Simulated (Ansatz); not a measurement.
# TePd2: the cost of one run

Computed with Ansatz 0.2.0 (DFT PBE, scalar-relativistic, plane waves, PAW, unless a step's input says otherwise).

### Step 1. Starting point

The structure is trigonal, space group R-3m (No. 166). The conventional cell has a = 3.648 Å, b = 3.648 Å, c = 16.528 Å, α = 90.00°, β = 90.00°, γ = 120.00°. Te (site symmetry -3m) is surrounded by 6 Pd at 2.52 Å. Around Pd (site symmetry 3m) lie 3 Te at 2.52 Å.

As a file:

```cif
data_structure
_symmetry_space_group_name_H-M 'P 1'
_symmetry_Int_Tables_number 1
_cell_length_a 5.8984
_cell_length_b 5.8984
_cell_length_c 5.8984
_cell_angle_alpha 36.030
_cell_angle_beta 36.030
_cell_angle_gamma 36.030
_cell_volume 63.51
loop_
_atom_site_label
_atom_site_type_symbol
_atom_site_fract_x
_atom_site_fract_y
_atom_site_fract_z
_atom_site_occupancy
Te1 Te 0.00000 0.00000 0.00000 1
Pd1 Pd 0.75000 0.75000 0.75000 1
Pd2 Pd 0.25000 0.25000 0.25000 1
```

(A quick probe on a coarse mesh, which set the mesh and smearing, is not shown.)

### Step 3. Rough relaxation on the coarse mesh

The input, input.yaml:

```yaml
crystal:
  lattice:
    - [1.8241776019, 1.0531894295, 5.5094830058]
    - [-1.8241776019, 1.0531894295, 5.5094830058]
    - [0.0, -2.106378859, 5.5094830058]
  atoms:
    - { symbol: Te, position: [0.0, 0.0, 0.0] }
    - { symbol: Pd, position: [0.75, 0.75, 0.75] }
    - { symbol: Pd, position: [0.25, 0.25, 0.25] }
basis:
  ecutwfc: 420
kpoints:
  mp_grid: { grid: [6, 6, 6] }
hamiltonian:
  xc: pbe
scf:
  occupations: { method: gaussian, width: 0.1 }
  lower_state_search: "off"
output:
  forces: true
  stress: true
  eigenvalues: true
relax:
  adjacent_minimum: "off"
  f_tol: 0.04
  max_steps: 70
  cell: { stress_tol: 0.4 }
```

Command:

```
$ ansatz run input.yaml --threads 1 --pin off --max-ram 2560MiB --backend cpu --events-out ev --progress --plain --runs-dir out
```

**Question.** How long does this run take on 1 thread of AMD EPYC 7R43 (Zen 3), shared host, and how much memory does it need?

About 68 s, with a peak of 0.41 GiB.
